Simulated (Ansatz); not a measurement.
Debugging a single point in a Gaussian basis of C3H7FGe2, SMILES FCC#[C][GeH2][GeH3] (Ansatz 0.2.0 through its Python package).

`run_energy.py`:
```python
import ansatz as az
from ase import Atoms
import numpy as np

BASIS = "def2-SVPD"
FUNCTIONAL = "r2SCAN"

atoms = Atoms(["F", "C", "C", "C", "Ge", "Ge", "H", "H", "H", "H", "H", "H", "H"], positions=[
    (3.2608, 1.0918, 0.8795),
    (3.0428, -0.2547, 0.6599),
    (1.6382, -0.4714, 0.313),
    (0.481, -0.6496, 0.0273),
    (-1.3371, -0.9262, -0.4213),
    (-2.4775, 1.1776, -0.4146),
    (3.6875, -0.6026, -0.1733),
    (3.2887, -0.8239, 1.58),
    (-1.4309, -1.5611, -1.8321),
    (-1.9887, -1.8712, 0.6202),
    (-2.3773, 1.8116, 0.9962),
    (-1.8201, 2.1214, -1.4536),
    (-3.9674, 0.9582, -0.7812),
])
geometry = az.Crystal.molecule_from_ase(atoms)

calc = (
    geometry.calculation()
    .basis(gaussian=BASIS)
    .functional(FUNCTIONAL)
)
out = calc.run(threads=1)
data = out.report

print("reference energy %16.6f eV" % data["reference_energy_ev"])
print("total energy     %16.6f eV" % data["free_energy_ev"])
print("occupied orbitals outside the frozen core (up, down):", data["n_occupied"], " frozen:", data["n_frozen"], " virtual:", data["n_virtual"])

field = data["mean_field"]
print("<S^2> =", round(abs(field["state"]["spin_squared"]), 4), " all-electron relativity setting:", field["relativity"])
print("passes:", field["passes"])
if "symmetry" in field:
    print("occupied orbitals by irrep:", field["symmetry"]["occupied"])

symbols = [site.symbol for site in geometry.cartesian_sites]
forces = np.array(data["forces_ev_ang"])
print("largest force", round(float(np.linalg.norm(forces, axis=1).max()), 4), "eV/A, rms", round(float(np.sqrt((forces ** 2).mean())), 4))

charges = data["charge_distribution"]
print("dipole moment", round(4.803205 * float(np.linalg.norm(charges["dipole_moment_e_ang"])), 3), "D")
print("Mulliken:", [(s, round(q, 3)) for s, q in zip(symbols, charges["mulliken_charges_e"])])
```

```console
$ python run_energy.py
reference energy   -118954.702022 eV
total energy       -118954.702022 eV
occupied orbitals outside the frozen core (up, down): [49, 49]  frozen: 0  virtual: [166, 166]
<S^2> = 0.0  all-electron relativity setting: none
passes: {'evaluations': 16, 'products': 13}
occupied orbitals by irrep: [{'A': 49}, {'A': 49}]
Traceback (most recent call last):
  File "run_energy.py", line 44, in <module>
    forces = np.array(data["forces_ev_ang"])
                      ~~~~^^^^^^^^^^^^^^^^^
KeyError: 'forces_ev_ang'
```

What is wrong, and how is it mended?

The fault: the script reads a product that it never asked for. The correction:

```diff
--- before
+++ after
@@ -28,2 +28,3 @@
     .functional(FUNCTIONAL)
+    .forces()
 )
```

The mended script runs so:

```console
$ python run_energy.py
reference energy   -118954.702022 eV
total energy       -118954.702022 eV
occupied orbitals outside the frozen core (up, down): [49, 49]  frozen: 0  virtual: [166, 166]
<S^2> = 0.0  all-electron relativity setting: none
passes: {'evaluations': 16, 'products': 13}
occupied orbitals by irrep: [{'A': 49}, {'A': 49}]
largest force 1.9932 eV/A, rms 0.4772
dipole moment 1.534 D
Mulliken: [('F', -0.476), ('C', 0.888), ('C', -0.476), ('C', 0.289), ('Ge', -0.311), ('Ge', -0.233), ('H', -0.012), ('H', -0.012), ('H', 0.061), ('H', 0.061), ('H', 0.071), ('H', 0.071), ('H', 0.078)]
```

Total energies depend on the basis set; only differences at equal settings carry meaning. The geometry is a force-field or estimated start, not a minimum of this method, and the basis set is short of its limit. Mulliken charges are unreliable in a basis with diffuse functions. The whole script took 26 s on 1 thread of Arm Neoverse V1, on a shared host, peak memory 0.43 GiB.
